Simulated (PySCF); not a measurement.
F2BCl, in a box:

```xyz
4
Lattice="12.0000 0.0000 0.0000 0.0000 12.0000 0.0000 0.0000 0.0000 11.0000" Properties=species:S:1:pos:R:3 pbc="T T T"
F     5.6659    4.9741    4.8029
B     5.8058    6.1860    5.2859
F     4.8699    7.0621    5.0794
Cl    7.1119    6.6650    6.2420
```

The cell isn't the ideal one: atoms moved at random, drawn with an rms of 0.05 Å.

Base run:

```yaml
Program: PySCF 2.14.0
Functional: B3LYP5
Potentials_or_basis: pob-tzvp-rev2 (all-electron)
k_mesh: 1 × 1 × 1
Occupations: fixed
Spin: no spin polarisation
```

Its results: gap between the frontier levels 9.54 eV.

Task: After a change of settings the same cell gave: gap between the frontier levels 9.03 eV. Which change was it?
A. functional from B3LYP5 to PBEsol; dispersion from none to D4
B. functional from B3LYP5 to revTPSS; dispersion from none to D3(OP)
C. functional from B3LYP5 to MN15-L; dispersion from none to D3
D. functional from B3LYP5 to PBE

Result: C.

Caveats: this is a molecule in a periodic box at the Γ point, so its band gap is the HOMO-LUMO gap; the basis of atomic orbitals isn't converged, which shifts pressures, moduli and gaps.
